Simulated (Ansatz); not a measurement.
**Ni in Ansatz: the effect of functional**

The system is Ni, a slab with vacuum.

```
Ni
1.0
     2.50026    0.00000    0.00000
    -1.25013    2.16529    0.00000
     0.00000    0.00000   25.20726
Ni
6
Direct
  0.66667 0.33333 0.29753
  0.33333 0.66667 0.37852
  0.00000 0.00000 0.45951
  0.66667 0.33333 0.54049
  0.33333 0.66667 0.62148
  0.00000 0.00000 0.70247
```

The slab is cut from a database's or a generator's crystal, which needn't be the stable form of the element.

Alike in all runs:

```yaml
Program: Ansatz 0.2.0
Task: single point
Potentials_or_basis: all-electron LAPW, scalar-relativistic
Cutoff: 284 eV (chosen from the basis error)
Basis_error_allowed: 0.002 eV/atom
k_mesh: 12 × 12 × 1
Occupations: fermi-dirac, width 0.05 eV
Spin: collinear spin, ferromagnetic start
Starting_moments: "[1.0, 1.0, 1.0, 1.0, 1.0, 1.0] μB"
```

```tsv
functional	moment (μB)	largest force (eV/Å)	work function (eV)
PBE	3.98	0.25	5.03
LDA	?	?	?
PBEsol	3.97	0.57	5.17
```

Problem. What does the run with functional LDA give?

Solution. Moment 3.81 μB; largest force 0.81 eV/Å; work function 5.43 eV.
